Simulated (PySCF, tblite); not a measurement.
**C6H11BF3P: geometry, infrared bands and NMR shifts**

What infrared bands and NMR shifts should C6H11BF3P (`[BH3-][P@+]1(C)C=C(C(F)(F)F)CC1`) show?

Programs: tblite 0.8.0 and PySCF 2.14.0, with density-fitted response routines of our own. Each step states its level of theory. These are calculated values for one molecule in the gas phase, unless marked as measured. Atoms count from 0, in the outputs and in this text.

**1. The starting structure**

22 atoms, charge 0, multiplicity 1; geometry from: force field or distance geometry start.

Bonds of the start (Å): B0–P1 1.88, P1–C2 1.77, P1–C3 1.81, C3–C4 1.31, C4–C5 1.52, C5–F6 1.38, C5–F7 1.39, C5–F8 1.38, C4–C9 1.45, C9–C10 1.50, C10–P1 1.84, B0–H11 1.20, B0–H12 1.22, B0–H13 1.17, C2–H14 1.12, C2–H15 1.09, C2–H16 1.12, C3–H17 1.07, C9–H18 1.11, C9–H19 1.13, C10–H20 1.11, C10–H21 1.11.

**2. Geometry optimisation with GFN2-xTB**

Job settings and geometry (Å):

```
{"job": {"kind": "relax", "xc": "GFN2-xTB", "basis": "xTB"}, "charge": 0, "multiplicity": 1}
B      1.555200     0.603600     1.603600
P      0.968800    -0.456700     0.171500
C      2.198200    -1.515600    -0.541900
C      0.132300     0.659600    -0.980800
C     -1.131000     0.688800    -0.623100
C     -2.147500     1.527700    -1.383700
F     -1.511400     2.189300    -2.414600
F     -2.708200     2.477800    -0.543500
F     -3.167100     0.728400    -1.844900
C     -1.474200    -0.134000     0.524400
C     -0.584300    -1.341200     0.613300
H      1.683100     1.726100     1.188100
H      0.616900     0.676500     2.375000
H      2.536900     0.237800     2.132800
H      2.619200    -2.152100     0.272300
H      1.829600    -2.202300    -1.303100
H      3.074200    -0.933000    -0.921700
H      0.673900     1.140800    -1.767300
H     -2.535600    -0.447000     0.509100
H     -1.344900     0.406200     1.512100
H     -0.530000    -1.786700     1.623200
H     -0.764500    -2.074600    -0.201700
```

Command:

```sh
> OMP_NUM_THREADS=1 python probes_run.py task.json out
```

This one command runs all jobs of the session in turn.

Output:

```text
step      E/eV     max force
  0    -989.79806    3.387
  1    -990.18359    1.243
  2    -990.32308    0.823
  3    -990.40617    0.842
  4    -990.44401    0.345
  5    -990.45902    0.266
  6    -990.47081    0.307
  7    -990.48338    0.274
  8    -990.49498    0.309
  9    -990.50631    0.276
 10    -990.51760    0.270
 11    -990.52860    0.264
 12    -990.53793    0.209
 13    -990.54544    0.236
 14    -990.55209    0.222
 15    -990.55888    0.220
 16    -990.56602    0.202
 17    -990.57258    0.169
 18    -990.57780    0.142
 19    -990.58219    0.141
 20    -990.58653    0.149
 21    -990.59127    0.216
 22    -990.59638    0.225
 23    -990.60146    0.159
 24    -990.60605    0.142
 25    -990.61015    0.135
 26    -990.61424    0.176
 27    -990.61889    0.188
 28    -990.62437    0.153
 29    -990.63079    0.181
 30    -990.63826    0.221
 31    -990.64650    0.216
 32    -990.65482    0.234
 33    -990.66269    0.185
 34    -990.66922    0.146
 35    -990.67413    0.167
 36    -990.67867    0.156
 37    -990.68199    0.256
 38    -990.68693    0.167
 39    -990.69085    0.115
 40    -990.69408    0.117
 41    -990.69634    0.113
 42    -990.69893    0.125
 43    -990.70072    0.086
 44    -990.70214    0.080
 45    -990.70341    0.083
 46    -990.70467    0.086
 47    -990.70602    0.100
 48    -990.70769    0.078
 49    -990.71007    0.109
 50    -990.71159    0.106
 51    -990.71339    0.094
 52    -990.71496    0.118
 53    -990.71689    0.121
 54    -990.71845    0.155
 55    -990.72027    0.137
 56    -990.72206    0.090
 57    -990.72393    0.071
 58    -990.72447    0.055
 59    -990.72521    0.053
 60    -990.72570    0.044
 61    -990.72612    0.048
 62    -990.72645    0.046
 63    -990.72665    0.031
 64    -990.72680    0.024
 65    -990.72694    0.032
 66    -990.72712    0.037
 67    -990.72736    0.037
 68    -990.72759    0.046
 69    -990.72797    0.062
 70    -990.72845    0.062
 71    -990.72899    0.048
 72    -990.72947    0.050
 73    -990.72987    0.047
 74    -990.73020    0.042
 75    -990.73054    0.037
 76    -990.73089    0.035
 77    -990.73119    0.040
 78    -990.73145    0.041
 79    -990.73172    0.039
 80    -990.73203    0.038
 81    -990.73236    0.038
 82    -990.73268    0.030
 83    -990.73293    0.033
 84    -990.73314    0.036
 85    -990.73332    0.027
 86    -990.73349    0.025
 87    -990.73363    0.027
 88    -990.73376    0.028
 89    -990.73385    0.025
 90    -990.73392    0.022
 91    -990.73397    0.020
 92    -990.73404    0.021
 93    -990.73411    0.027
 94    -990.73419    0.022
 95    -990.73428    0.022
 96    -990.73441    0.033
 97    -990.73460    0.038
 98    -990.73483    0.043
 99    -990.73508    0.047
100    -990.73536    0.046
101    -990.73569    0.058
102    -990.73611    0.044
103    -990.73652    0.058
104    -990.73686    0.043
105    -990.73704    0.026
106    -990.73714    0.020
107    -990.73720    0.017
108    -990.73724    0.011
109    -990.73727    0.013
110    -990.73728    0.009
```

Run time: 1.1 s. Hardware: 1 thread of Arm Neoverse V1, shared host.

Along the way: (not every step is listed)

```
step  energy from step 0 (eV)  largest force (eV/Å)
   0                   0.0000                3.3871
   1                  -0.3855                1.2430
   2                  -0.5250                0.8231
   3                  -0.6081                0.8415
   4                  -0.6460                0.3452
   5                  -0.6610                0.2662
   6                  -0.6728                0.3072
   7                  -0.6853                0.2743
   8                  -0.6969                0.3087
  17                  -0.7745                0.1693
  26                  -0.8162                0.1760
  35                  -0.8761                0.1672
  44                  -0.9041                0.0801
  53                  -0.9188                0.1206
  62                  -0.9284                0.0459
  71                  -0.9309                0.0478
  80                  -0.9340                0.0380
  89                  -0.9358                0.0250
  98                  -0.9368                0.0434
 105                  -0.9390                0.0264
 106                  -0.9391                0.0196
 107                  -0.9391                0.0171
 108                  -0.9392                0.0108
 109                  -0.9392                0.0132
 110                  -0.9392                0.0093
```

Distances of close pairs at the start and the end, largest changes first:

```
  bond  before (Å)  after (Å)  change (Å)
 P1–C2       1.772      1.837      +0.064
 C4–C9       1.453      1.501      +0.048
 B0–P1       1.876      1.920      +0.044
 C5–F7       1.387      1.345      -0.042
 C5–F6       1.380      1.338      -0.042
C9–H19       1.133      1.093      -0.040
C9–C10       1.502      1.535      +0.032
C2–H16       1.119      1.089      -0.030
```

The next job starts from the end point, and lists it.

**3. Harmonic vibrations with GFN2-xTB**

Job settings and geometry (Å):

```
{"job": {"kind": "ir", "xc": "GFN2-xTB", "basis": "xTB"}, "charge": 0, "multiplicity": 1}
B      1.995664     0.634174     1.827166
P      1.045525    -0.236477     0.404581
C      1.987449    -1.390275    -0.670252
C      0.144670     0.780926    -0.793173
C     -1.171456     0.638802    -0.678341
C     -2.183836     1.405851    -1.473420
F     -1.634658     2.242769    -2.361833
F     -2.990068     2.144866    -0.690983
F     -2.995481     0.586411    -2.170607
C     -1.691737    -0.337554     0.336523
C     -0.502778    -1.166247     0.840934
H      2.890242     1.216327     1.304178
H      1.193176     1.338755     2.350023
H      2.353593    -0.275159     2.510791
H      2.436952    -2.154555    -0.038651
H      1.349230    -1.852905    -1.420408
H      2.785229    -0.832177    -1.157074
H      0.627761     1.479655    -1.456992
H     -2.469690    -0.966813    -0.103245
H     -2.152343     0.224228     1.153774
H     -0.546008    -1.311940     1.919843
H     -0.481846    -2.149278     0.366317
```

Output:

```text
mode    cm-1     km/mol
  1      22.4      3.04
  2      40.5      2.89
  3      66.7      6.33
  4     109.9      3.21
  5     127.9      1.42
  6     138.5      0.24
  7     162.0      0.09
  8     170.8      0.27
  9     192.6      0.58
 10     234.7      0.24
 11     297.4     14.10
 12     334.9      3.16
 13     366.5      4.37
 14     426.5      1.37
 15     442.7      7.30
 16     515.4      5.21
 17     552.1      7.67
 18     575.8     18.46
 19     626.6     24.65
 20     714.6     22.22
 21     722.2      4.46
 22     730.7     22.23
 23     741.8      5.77
 24     781.5      4.32
 25     791.6     33.79
 26     812.8     32.65
 27     842.3      7.24
 28     867.3     36.08
 29     884.0     83.55
 30     949.3     15.61
 31     995.7     31.02
 32    1030.0    305.94
 33    1047.7     35.59
 34    1074.5    245.51
 35    1075.8    189.13
 36    1113.1      1.01
 37    1153.0    121.21
 38    1174.0     11.83
 39    1199.2     36.23
 40    1201.1     34.58
 41    1222.1     48.35
 42    1239.7    113.61
 43    1304.7      4.23
 44    1313.0     13.96
 45    1420.7      3.70
 46    1431.9      8.21
 47    1436.3      0.70
 48    1461.8     10.95
 49    1669.6      5.08
 50    2425.8    158.55
 51    2461.4    138.01
 52    2464.9    156.68
 53    2950.5      2.08
 54    2965.2     17.82
 55    2975.6     14.96
 56    2998.5      4.91
 57    3003.1      2.96
 58    3011.7      4.84
 59    3015.9      7.34
 60    3095.5      0.79
```

It took 1.2 s on 1 thread of Arm Neoverse V1, shared host.

Which atoms move in the most intense modes:

```
cm⁻¹  km/mol                                  atoms
1030   305.9              C5 74 %, F8 13 %, F7 11 %
1074   245.5  H12 23 %, H13 23 %, H11 23 %, B0 13 %
1076   189.1                       C5 47 %, F6 11 %
1153   121.2             H17 36 %, C5 30 %, C3 14 %
1240   113.6             C4 27 %, H19 26 %, C5 22 %
2426   158.6                               H13 92 %
2461   138.0                               H12 92 %
2465   156.7                               H11 93 %
```

**4. Nuclear shieldings: PBE0/pcSseg-1**

Same as in step 3 but for these lines:

```diff
@@ -1,2 +1,2 @@
-{"job": {"kind": "ir", "xc": "GFN2-xTB", "basis": "xTB"}, "charge": 0, "multiplicity": 1}
+{"job": {"kind": "nmr", "xc": "PBE0", "basis": "pcSseg-1"}, "charge": 0, "multiplicity": 1}
 B      1.995664     0.634174     1.827166
```

Level: GIAO PBE0/pcSseg-1 NMR shielding, non-relativistic, gas phase.

Output:

```text
coarse grid: 19304 points
cycle   1  E = -899.9174077907  dE =  1.640e+00  |g| = 9.832e-01  |ddm| = 4.267e+00
cycle   2  E = -899.7708296816  dE =  1.466e-01  |g| = 1.413e+00  |ddm| = 1.653e+00
cycle   3  E = -900.1064636392  dE = -3.356e-01  |g| = 1.428e-01  |ddm| = 9.373e-01
cycle   4  E = -900.1106456612  dE = -4.182e-03  |g| = 6.283e-02  |ddm| = 1.912e-01
cycle   5  E = -900.1114750301  dE = -8.294e-04  |g| = 2.538e-02  |ddm| = 7.498e-02
cycle   6  E = -900.1116343995  dE = -1.594e-04  |g| = 2.688e-03  |ddm| = 2.473e-02
cycle   7  E = -900.1116358151  dE = -1.416e-06  |g| = 9.308e-04  |ddm| = 3.737e-03
final grid: 184288 points
cycle   8  E = -900.1973458029  dE = -6.582e-05  |g| = 9.895e-03  |ddm| = 4.128e-02
cycle   9  E = -900.1973385269  dE =  7.276e-06  |g| = 1.196e-02  |ddm| = 1.810e-02
cycle  10  E = -900.1973695350  dE = -3.101e-05  |g| = 1.322e-03  |ddm| = 9.967e-03
cycle  11  E = -900.1973698757  dE = -3.407e-07  |g| = 3.436e-04  |ddm| = 1.377e-03
cycle  12  E = -900.1973698947  dE = -1.900e-08  |g| = 1.807e-04  |ddm| = 4.221e-04
cycle  13  E = -900.1973699027  dE = -7.972e-09  |g| = 3.225e-05  |ddm| = 1.954e-04
cycle  14  E = -900.1973699030  dE = -2.365e-10  |g| = 9.471e-06  |ddm| = 4.091e-05
converged SCF energy = -900.1973699030

GIAO shielding tensors (ppm)
atom      isotropic    diamagn.    paramagn.     s11        s22        s33       span
  0 B      148.401     188.893     -40.492    144.304    144.848    156.050     11.745
  1 P      275.995     967.531    -691.535    189.022    305.606    333.357    144.335
  2 C      167.662     253.731     -86.070    152.326    164.045    186.614     34.288
  3 C       46.646     262.832    -216.186    -52.140     44.796    147.282    199.422
  4 C       33.877     267.405    -233.528    -67.659     52.688    116.601    184.260
  5 C       56.013     242.106    -186.093     51.572     52.475     63.992     12.420
  6 F      261.680     473.233    -211.552    181.487    253.119    350.435    168.948
  7 F      249.598     471.677    -222.079    163.870    247.047    337.877    174.007
  8 F      251.864     471.738    -219.875    164.705    248.816    342.070    177.366
  9 C      152.007     248.392     -96.385    126.031    155.204    174.786     48.755
 10 C      158.380     256.498     -98.118    133.724    160.620    180.795     47.071
 11 H       30.851      29.152       1.699     27.252     29.240     36.061      8.809
 12 H       30.871      29.468       1.402     27.072     30.139     35.401      8.328
 13 H       30.920      29.176       1.743     27.628     29.115     36.017      8.389
 14 H       30.090      29.755       0.334     25.910     27.397     36.962     11.052
 15 H       30.407      32.075      -1.668     25.666     29.244     36.310     10.644
 16 H       30.000      30.116      -0.115     25.676     27.232     37.092     11.416
 17 H       25.015      34.641      -9.626     22.955     23.862     28.226      5.271
 18 H       28.673      30.734      -2.061     22.901     28.720     34.399     11.498
 19 H       28.641      30.784      -2.143     23.300     28.387     34.236     10.936
 20 H       29.400      32.111      -2.711     24.809     28.039     35.353     10.545
 21 H       29.783      33.114      -3.331     24.567     28.976     35.806     11.239
```

Wall time 71 s (1 thread of Arm Neoverse V1, shared host); peak memory 1.2 GiB.

Shifts follow as δ = σ(reference) − σ, with reference shieldings (ppm) from runs at the same level and on the same kind of geometry: 1H TMS 31.72, 13C TMS 186.9, 19F CFCl3 170.9, 31P H3PO4 318.4, 11B BF3·OEt2 100.1. The references are single molecules in the gas phase, so shifts against H2O, NH3, PH3, H3PO4 or CFCl3 are not on the usual liquid scales and can be off by tens of ppm. Atoms listed in one row are averaged.

```
        atoms                                        environment  σ (ppm)  δ (ppm)  δ scaled to CDCl3
           C4                    fully substituted alkene carbon     33.9    153.0              147.5
           C3                                          alkene CH     46.6    140.3              135.0
           C5                                         CF3 carbon     56.0    130.9              125.9
           C9                                    allylic sp3 CH2    152.0     34.9               32.2
          C10                                sp3 CH2 bonded to P    158.4     28.5               25.9
           C2                          methyl carbon bonded to P    167.7     19.3               16.9
          H17                           hydrogen on an alkene CH    25.01     6.70               6.42
          H19                     hydrogen on an allylic sp3 CH2    28.64     3.08               3.01
          H18                     hydrogen on an allylic sp3 CH2    28.67     3.04               2.97
          H20                 hydrogen on an sp3 CH2 bonded to P    29.40     2.32               2.29
          H21                 hydrogen on an sp3 CH2 bonded to P    29.78     1.93               1.93
H14, H15, H16            hydrogen on a methyl carbon bonded to P    30.17     1.55               1.57
H11, H12, H13                    hydrogen on a boron bonded to P    30.88     0.84                  –
           B0                             boron bonded to P, 3 H    148.4    -48.3                  –
           P1  phosphorus bonded to 3 C, B, in a 5-membered ring    276.0     42.4                  –
   F6, F7, F8                            fluorine of a CF3 group    254.4    -83.4                  –
```

The scaled column applies a straight-line fit of computed shieldings to shifts measured in CDCl3, and one for carbons that bear F (root-mean-square error 0.16 ppm for H, 1.9 ppm for C).

Charges from the same density, by scheme (e):

```
     atoms  Mulliken    IAO  Hirshfeld  ESP fit
        B0     -0.13  -0.68      -0.16    -0.25
        P1      0.36   1.06       0.39     0.72
        C2     -0.42  -0.63      -0.15    -0.71
        C3     -0.19  -0.35      -0.08    -0.40
        C4     -0.44  -0.03      -0.02     0.01
        C5      0.94   0.80       0.26     0.50
F6, F7, F8     -0.27  -0.28      -0.09    -0.18
        C9     -0.08  -0.27      -0.07    -0.09
       C10     -0.40  -0.46      -0.09    -0.26
```

Mayer bond orders: B0–P1 0.84, P1–C2 1.01, P1–C3 0.91, C3–C4 1.85, C4–C5 0.99, C5–F6 1.01, C5–F7 0.99, C5–F8 0.99, C4–C9 0.99, C9–C10 1.01, C10–P1 0.93.

Ring of atoms P1, C3, C4, C9, C10: NICS(0) -3.3, NICS(1) -3.1, NICS(1)zz -1.3 ppm (means of both faces).

**5. What came out**

| quantity | value |
| --- | --- |
| strongest single infrared mode (GFN2-xTB) | 1030 cm⁻¹, 306 km/mol |
| zero-point energy (GFN2-xTB) | 98.9 kcal/mol |
| 13C shifts against TMS (PBE0/pcSseg-1) | 153.0, 140.3, 130.9, 34.9, 28.5, 19.3 ppm |
| 1H shifts against TMS (PBE0/pcSseg-1, means over atoms taken as alike) | 6.70, 3.08, 3.04, 2.32, 1.93, 1.55, 0.84 ppm |
| 11B shifts against BF3·OEt2 (PBE0/pcSseg-1) | -48.3 ppm |
| 31P shifts against H3PO4 (PBE0/pcSseg-1) | 42.4 ppm |
| 19F shifts against CFCl3 (PBE0/pcSseg-1, means over atoms taken as alike) | -83.4 ppm |

In words: Relaxing lowered the energy by 0.939 eV in 110 steps; the close pair that moved most is P1–C2, from 1.772 to 1.837 Å. All 60 modes are real, so the xTB geometry is a minimum. The strongest single mode, at 1030 cm⁻¹, moves mainly C5. GFN2-xTB is a fitted tight-binding method: band positions and strengths are rough. Its intensities can rank the bands wrongly. The most deshielded hydrogen is H17 (hydrogen on an alkene CH), at 6.70 ppm: attached to an sp2 carbon and in the plane of the double bond. At PBE0/pcSseg-1: The largest span, 199 ppm, is at C3, where the paramagnetic term is -216 ppm.
